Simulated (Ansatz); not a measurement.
Born–Oppenheimer molecular dynamics of a periodic cell of 14 atoms, Ta2O5 (start crystal Ta2O5, start structure Pmmm, volume 1 times the crystal's). It goes on from the last frame of an earlier run, with new velocities.

Computed with DFT PBEsol, scalar-relativistic, plane waves, PAW in Ansatz. Settings: accuracy low, PAW set soft_1, cutoff 420 eV, k mesh 2x2x2, fermi-dirac smearing 0.24 eV, no spin polarisation.

* ensemble: NVT, Langevin thermostat
* time step: 1 fs
* steps asked: 400
* set temperature: 2240 K
* friction: 0.02 /fs
* temperature schedule: 300 steps to 300 K, then 100 steps to 300 K
* seed: 396543

Frames 2 fs apart, positions in Å, forces in eV/Å.

Velocities at 330.0 fs (Å/ps):

```
Ta -0.10 1.13 -0.28
Ta 0.47 0.15 2.03
O 4.35 0.45 -5.00
O 0.40 -5.60 3.60
O 4.53 10.28 4.08
O 6.99 2.25 2.94
O -7.79 3.82 -1.41
Ta 0.22 -1.09 -0.52
Ta 1.97 -3.71 1.45
O 8.60 -3.49 -5.70
O -0.46 -8.98 0.65
O 6.94 -6.67 12.55
O 1.67 2.04 -1.22
O 0.58 6.34 -4.83
```

```xyz
14
Lattice="-3.6770 -3.8970 0.0000 3.6770 -3.8970 0.0000 0.0000 0.0000 6.2170" Properties=species:S:1:pos:R:3:forces:R:3 time_fs=330.0 energy_less_start_eV=-4.705 T=549
Ta 1.961 -4.816 2.864 -0.10 1.48 0.42
Ta 0.197 -4.738 -0.029 -1.24 -0.77 2.26
O -0.095 -4.737 2.205 -0.77 -0.26 0.40
O 0.856 -4.806 4.543 0.97 0.12 -1.78
O 1.905 -2.755 3.474 0.09 0.89 -1.43
O 1.925 -4.715 0.880 0.98 -0.02 -0.35
O 0.108 -2.769 0.174 -0.58 0.30 -0.56
Ta -1.876 -4.814 3.265 0.53 -0.63 0.55
Ta 0.162 -0.867 -0.024 -0.61 0.78 -0.98
O 0.406 -0.774 1.911 1.74 -0.07 1.67
O -0.004 -0.685 4.239 -1.42 -0.41 -0.47
O -1.525 -2.686 3.076 -0.29 -1.50 0.33
O -1.699 -4.817 -0.685 0.56 0.87 -0.50
O 0.033 -6.660 0.060 0.13 -0.78 0.43
14
Lattice="-3.6770 -3.8970 0.0000 3.6770 -3.8970 0.0000 0.0000 0.0000 6.2170" Properties=species:S:1:pos:R:3:forces:R:3 time_fs=332.0 energy_less_start_eV=-4.745 T=524
Ta 1.960 -4.814 2.863 -0.05 0.74 0.75
Ta 0.198 -4.738 -0.025 -1.23 -0.89 2.28
O -0.087 -4.737 2.196 -0.64 -0.27 0.46
O 0.859 -4.817 4.549 1.07 0.27 -1.99
O 1.914 -2.736 3.481 0.13 0.15 -1.45
O 1.940 -4.708 0.885 0.73 0.03 -0.39
O 0.094 -2.760 0.168 -0.51 0.07 -0.54
Ta -1.876 -4.815 3.264 0.54 -0.07 0.68
Ta 0.165 -0.874 -0.020 -0.56 0.94 -1.21
O 0.423 -0.782 1.901 1.68 -0.01 1.81
O -0.008 -0.703 4.238 -1.39 -0.29 -0.55
O -1.510 -2.702 3.099 -0.40 -0.72 0.10
O -1.695 -4.814 -0.689 0.51 0.89 -0.45
O 0.035 -6.649 0.051 0.12 -0.85 0.49
14
Lattice="-3.6770 -3.8970 0.0000 3.6770 -3.8970 0.0000 0.0000 0.0000 6.2170" Properties=species:S:1:pos:R:3:forces:R:3 time_fs=334.0 energy_less_start_eV=-4.779 T=583
Ta 1.960 -4.810 2.863 0.04 -0.05 1.10
Ta 0.198 -4.738 -0.020 -1.14 -0.98 2.18
O -0.083 -4.739 2.187 -0.45 -0.28 0.46
O 0.865 -4.826 4.553 1.06 0.40 -2.04
O 1.920 -2.718 3.485 0.19 -0.65 -1.44
O 1.958 -4.703 0.888 0.38 0.10 -0.38
O 0.079 -2.753 0.161 -0.43 -0.17 -0.50
Ta -1.876 -4.817 3.264 0.51 0.59 0.80
Ta 0.169 -0.880 -0.017 -0.51 1.08 -1.46
O 0.440 -0.789 1.893 1.59 0.04 1.85
O -0.020 -0.721 4.235 -1.28 -0.18 -0.55
O -1.498 -2.724 3.122 -0.52 0.10 -0.14
O -1.692 -4.809 -0.692 0.48 0.88 -0.42
O 0.041 -6.643 0.044 0.09 -0.86 0.54
14
Lattice="-3.6770 -3.8970 0.0000 3.6770 -3.8970 0.0000 0.0000 0.0000 6.2170" Properties=species:S:1:pos:R:3:forces:R:3 time_fs=336.0 energy_less_start_eV=-4.790 T=604
Ta 1.959 -4.807 2.862 0.12 -0.71 1.43
Ta 0.197 -4.740 -0.015 -0.98 -1.08 1.98
O -0.079 -4.741 2.178 -0.27 -0.30 0.43
O 0.874 -4.833 4.554 0.96 0.51 -1.93
O 1.925 -2.702 3.487 0.25 -1.41 -1.42
O 1.977 -4.701 0.888 0.01 0.16 -0.35
O 0.064 -2.749 0.153 -0.34 -0.41 -0.47
Ta -1.876 -4.818 3.265 0.47 1.23 0.90
Ta 0.174 -0.887 -0.013 -0.49 1.20 -1.72
O 0.461 -0.797 1.884 1.48 0.06 1.89
O -0.037 -0.741 4.231 -1.11 -0.08 -0.54
O -1.488 -2.747 3.145 -0.62 0.78 -0.37
O -1.690 -4.801 -0.697 0.47 0.82 -0.41
O 0.048 -6.641 0.036 0.05 -0.77 0.57
14
Lattice="-3.6770 -3.8970 0.0000 3.6770 -3.8970 0.0000 0.0000 0.0000 6.2170" Properties=species:S:1:pos:R:3:forces:R:3 time_fs=338.0 energy_less_start_eV=-4.799 T=520
Ta 1.958 -4.803 2.861 0.19 -1.18 1.73
Ta 0.196 -4.741 -0.011 -0.75 -1.19 1.64
O -0.075 -4.744 2.173 -0.12 -0.30 0.32
O 0.884 -4.838 4.548 0.72 0.60 -1.52
O 1.933 -2.691 3.486 0.30 -2.02 -1.39
O 1.996 -4.698 0.889 -0.34 0.21 -0.37
O 0.047 -2.745 0.145 -0.24 -0.67 -0.44
Ta -1.877 -4.818 3.267 0.48 1.75 1.00
Ta 0.178 -0.892 -0.010 -0.44 1.33 -1.93
O 0.484 -0.805 1.879 1.32 0.08 1.75
O -0.057 -0.758 4.226 -0.87 -0.01 -0.44
O -1.481 -2.769 3.166 -0.68 1.26 -0.58
O -1.685 -4.792 -0.704 0.40 0.74 -0.37
O 0.055 -6.643 0.030 0.03 -0.60 0.58
14
Lattice="-3.6770 -3.8970 0.0000 3.6770 -3.8970 0.0000 0.0000 0.0000 6.2170" Properties=species:S:1:pos:R:3:forces:R:3 time_fs=340.0 energy_less_start_eV=-4.814 T=500
Ta 1.957 -4.800 2.861 0.24 -1.48 2.00
Ta 0.195 -4.742 -0.007 -0.51 -1.32 1.24
O -0.076 -4.748 2.170 0.05 -0.29 0.15
O 0.896 -4.845 4.540 0.42 0.68 -0.97
O 1.939 -2.686 3.481 0.33 -2.44 -1.36
O 2.011 -4.696 0.890 -0.59 0.25 -0.38
O 0.030 -2.742 0.135 -0.14 -0.90 -0.38
Ta -1.878 -4.818 3.269 0.58 2.10 1.16
Ta 0.183 -0.898 -0.008 -0.37 1.48 -2.06
O 0.508 -0.813 1.880 1.04 0.08 1.37
O -0.080 -0.770 4.223 -0.60 0.03 -0.31
O -1.476 -2.789 3.184 -0.72 1.58 -0.74
O -1.677 -4.782 -0.713 0.26 0.64 -0.29
O 0.061 -6.646 0.025 0.01 -0.41 0.59
14
Lattice="-3.6770 -3.8970 0.0000 3.6770 -3.8970 0.0000 0.0000 0.0000 6.2170" Properties=species:S:1:pos:R:3:forces:R:3 time_fs=342.0 energy_less_start_eV=-4.820 T=507
Ta 1.956 -4.798 2.861 0.27 -1.65 2.23
Ta 0.194 -4.743 -0.003 -0.27 -1.44 0.82
O -0.079 -4.751 2.169 0.20 -0.30 -0.08
O 0.906 -4.851 4.528 0.08 0.73 -0.36
O 1.948 -2.686 3.474 0.33 -2.65 -1.34
O 2.025 -4.694 0.891 -0.79 0.29 -0.43
O 0.015 -2.741 0.122 -0.03 -1.03 -0.32
Ta -1.880 -4.818 3.271 0.81 2.27 1.40
Ta 0.187 -0.902 -0.006 -0.30 1.59 -2.13
O 0.534 -0.820 1.885 0.65 0.08 0.76
O -0.104 -0.783 4.219 -0.29 0.07 -0.11
O -1.467 -2.806 3.200 -0.78 1.76 -0.88
O -1.671 -4.769 -0.727 0.14 0.51 -0.17
O 0.069 -6.651 0.021 -0.02 -0.23 0.60
14
Lattice="-3.6770 -3.8970 0.0000 3.6770 -3.8970 0.0000 0.0000 0.0000 6.2170" Properties=species:S:1:pos:R:3:forces:R:3 time_fs=344.0 energy_less_start_eV=-4.811 T=480
Ta 1.956 -4.797 2.862 0.27 -1.70 2.41
Ta 0.194 -4.744 0.001 -0.06 -1.54 0.44
O -0.083 -4.754 2.171 0.32 -0.30 -0.33
O 0.916 -4.857 4.513 -0.30 0.76 0.32
O 1.959 -2.692 3.467 0.29 -2.62 -1.33
O 2.035 -4.692 0.892 -0.91 0.30 -0.51
O 0.001 -2.743 0.107 0.08 -1.07 -0.24
Ta -1.881 -4.817 3.273 1.13 2.26 1.67
Ta 0.192 -0.906 -0.004 -0.26 1.67 -2.16
O 0.559 -0.826 1.892 0.20 0.06 0.04
O -0.129 -0.794 4.215 0.07 0.10 0.16
O -1.459 -2.821 3.215 -0.82 1.80 -1.00
O -1.666 -4.751 -0.742 0.05 0.34 -0.02
O 0.076 -6.657 0.021 -0.05 -0.06 0.57
14
Lattice="-3.6770 -3.8970 0.0000 3.6770 -3.8970 0.0000 0.0000 0.0000 6.2170" Properties=species:S:1:pos:R:3:forces:R:3 time_fs=346.0 energy_less_start_eV=-4.798 T=458
Ta 1.955 -4.795 2.862 0.21 -1.65 2.55
Ta 0.193 -4.745 0.004 0.11 -1.59 0.11
O -0.086 -4.757 2.171 0.38 -0.29 -0.53
O 0.927 -4.859 4.500 -0.69 0.74 0.94
O 1.970 -2.704 3.461 0.23 -2.30 -1.36
O 2.039 -4.691 0.895 -0.85 0.32 -0.65
O -0.013 -2.747 0.089 0.19 -0.94 -0.15
Ta -1.882 -4.817 3.276 1.57 2.04 2.00
Ta 0.196 -0.909 -0.004 -0.27 1.66 -2.17
O 0.587 -0.833 1.898 -0.32 0.04 -0.71
O -0.153 -0.801 4.213 0.45 0.10 0.37
O -1.456 -2.831 3.226 -0.84 1.71 -1.08
O -1.662 -4.733 -0.757 -0.07 0.16 0.14
O 0.081 -6.659 0.024 -0.09 0.00 0.53
14
Lattice="-3.6770 -3.8970 0.0000 3.6770 -3.8970 0.0000 0.0000 0.0000 6.2170" Properties=species:S:1:pos:R:3:forces:R:3 time_fs=348.0 energy_less_start_eV=-4.773 T=463
Ta 1.955 -4.793 2.864 0.10 -1.54 2.60
Ta 0.191 -4.746 0.008 0.27 -1.63 -0.11
O -0.088 -4.761 2.171 0.37 -0.26 -0.67
O 0.935 -4.861 4.489 -1.03 0.69 1.46
O 1.980 -2.722 3.452 0.15 -1.80 -1.38
O 2.041 -4.688 0.898 -0.70 0.31 -0.78
O -0.026 -2.752 0.073 0.29 -0.76 -0.05
Ta -1.884 -4.816 3.278 2.09 1.70 2.34
Ta 0.200 -0.912 -0.004 -0.30 1.65 -2.17
O 0.617 -0.841 1.902 -0.85 0.03 -1.44
O -0.176 -0.807 4.214 0.84 0.08 0.55
O -1.456 -2.837 3.232 -0.85 1.52 -1.11
O -1.655 -4.716 -0.771 -0.27 0.00 0.29
O 0.084 -6.662 0.029 -0.11 0.01 0.48
14
Lattice="-3.6770 -3.8970 0.0000 3.6770 -3.8970 0.0000 0.0000 0.0000 6.2170" Properties=species:S:1:pos:R:3:forces:R:3 time_fs=350.0 energy_less_start_eV=-4.750 T=433
Ta 1.954 -4.791 2.865 -0.03 -1.41 2.54
Ta 0.190 -4.747 0.013 0.40 -1.64 -0.24
O -0.089 -4.764 2.171 0.37 -0.25 -0.75
O 0.942 -4.858 4.484 -1.28 0.62 1.81
O 1.989 -2.742 3.440 0.08 -1.26 -1.38
O 2.044 -4.684 0.899 -0.63 0.30 -0.86
O -0.039 -2.757 0.060 0.38 -0.61 0.02
Ta -1.885 -4.815 3.281 2.51 1.36 2.54
Ta 0.204 -0.915 -0.005 -0.37 1.63 -2.14
O 0.644 -0.850 1.901 -1.23 0.02 -1.93
O -0.195 -0.815 4.213 1.21 0.08 0.68
O -1.457 -2.841 3.235 -0.87 1.29 -1.12
O -1.650 -4.700 -0.786 -0.40 -0.18 0.42
O 0.089 -6.666 0.036 -0.14 0.04 0.42
14
Lattice="-3.6770 -3.8970 0.0000 3.6770 -3.8970 0.0000 0.0000 0.0000 6.2170" Properties=species:S:1:pos:R:3:forces:R:3 time_fs=352.0 energy_less_start_eV=-4.752 T=448
Ta 1.954 -4.789 2.868 -0.17 -1.27 2.45
Ta 0.190 -4.749 0.017 0.48 -1.62 -0.31
O -0.093 -4.767 2.169 0.37 -0.24 -0.75
O 0.943 -4.851 4.482 -1.40 0.51 1.93
O 1.996 -2.765 3.428 0.01 -0.69 -1.37
O 2.048 -4.683 0.898 -0.60 0.27 -0.84
O -0.050 -2.766 0.044 0.47 -0.39 0.10
Ta -1.884 -4.814 3.286 2.78 1.04 2.55
Ta 0.208 -0.919 -0.007 -0.45 1.56 -2.12
O 0.667 -0.860 1.893 -1.41 0.00 -2.06
O -0.212 -0.821 4.217 1.51 0.06 0.68
O -1.459 -2.843 3.237 -0.91 1.05 -1.11
O -1.646 -4.685 -0.801 -0.52 -0.35 0.51
O 0.094 -6.671 0.043 -0.17 0.05 0.35
```

Of the whole run (400 fs, mean temperature of the second half 729 K): The schedule's set-point averaged 462 K over the second half and the system 729 K, so it lags behind the ramp. A run of 0.4 ps of so small a system gives no equilibrium averages. Limits of this set-up: coarse k mesh, PAW files made for another functional, low accuracy level.

Run time: 11 min on 1 thread of AMD EPYC 9R45 96-Core Processor (Zen 5), on a shared host, peak memory 0.62 GiB.
